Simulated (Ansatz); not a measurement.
# C2H4OZn: a ladder of functionals and wavefunction methods

An exercise on one series of results from a longer session: the logs are not shown, and one member is left open.

Method: functionals in def2-TZVPP, the program's frozen cores in correlated methods; program: Ansatz 0.2.0, Gaussian basis.

Levels to be run: PBE-D4, r2SCAN-D4, PBE0-D4, B3LYP-D4, ωB97X-V, ωB97M-V, B2PLYP; CCSD(T)/def2-TZVPP; MP2/def2-QZVPP; extrapolation to the limit.

### Structure used throughout

The geometry comes from an earlier relaxation with PBE0-D4 in a triple-zeta def2 set; it is a stationary point, not always the lowest conformer.

8 atoms, charge 0, spin multiplicity 1.

Atoms are counted from 1 here; the program's logs count them from 0.

Bond lengths: C1–C2 1.492 Å, C1–H5 1.089 Å, C1–H6 1.095 Å, C1–H7 1.095 Å, C2–O3 1.201 Å, C2–H8 1.113 Å. Angles: C2–C1–H5 111.1°, C2–C1–H6 109.3°, C2–C1–H7 109.3°, H5–C1–H6 110.3°, H5–C1–H7 110.3°, H6–C1–H7 106.5°, C1–C2–O3 124.7°, C1–C2–H8 115.3°, O3–C2–H8 120.1°.

The first run:

in.yaml

```yaml
crystal:
  periodic: [false, false, false]
  atoms:
    - {symbol: C, position_ang: [-0.240763, 1.165414, 0.143112]}
    - {symbol: C, position_ang: [0.081257, -0.273056, -0.088326]}
    - {symbol: O, position_ang: [0.444992, -0.731779, -1.137372]}
    - {symbol: Zn, position_ang: [0.821579, -3.839536, -0.446560]}
    - {symbol: H, position_ang: [-0.104770, 1.748278, -0.766569]}
    - {symbol: H, position_ang: [-1.272162, 1.253030, 0.499088]}
    - {symbol: H, position_ang: [0.397951, 1.555242, 0.942063]}
    - {symbol: H, position_ang: [-0.035984, -0.934593, 0.798665]}
basis:
  gaussian: {orbitals: def2-TZVPP}
hamiltonian: {xc: pbe, dispersion: d4}
output: {forces: true, orbitals: {seedname: orbitals}}
```

Command:

```
> ansatz run in.yaml --threads 4 --pin off --events-out ev --progress --plain --max-ram 10444MiB
```

Steps of the session up to this table: PBE-D4 (GGA); r2SCAN-D4 (meta-GGA); PBE0-D4 (hybrid); B3LYP-D4 (hybrid); ωB97X-V (range-separated); ωB97M-V (range-separated); B2PLYP (double hybrid); CCSD(T) in def2-TZVPP; MP2 in def2-QZVPP.

One of the session's tables, all rows but one given; the rest of the session is left out.

| method | atomisation energy (eV) |
| --- | --- |
| PBE-D4 | 30.291 |
| r2SCAN-D4 | 29.500 |
| PBE0-D4 | 29.548 |
| B3LYP-D4 | 29.491 |
| ωB97X-V | 29.420 |
| ωB97M-V | 29.490 |
| B2PLYP | 29.183 |
| HF/def2-TZVPP | 21.219 |
| MP2/def2-TZVPP | ? |
| CCSD/def2-TZVPP | 28.203 |
| CCSD(T)/def2-TZVPP | 28.675 |
| MP2/CBS | 29.934 |
| CCSD(T)/CBS | 29.381 |

Estimate the missing values for MP2/def2-TZVPP.

**Answer.** atomisation energy (eV): 29.229. In the column «atomisation energy (eV)» it lies between B2PLYP (29.183) and CCSD(T)/CBS (29.381).
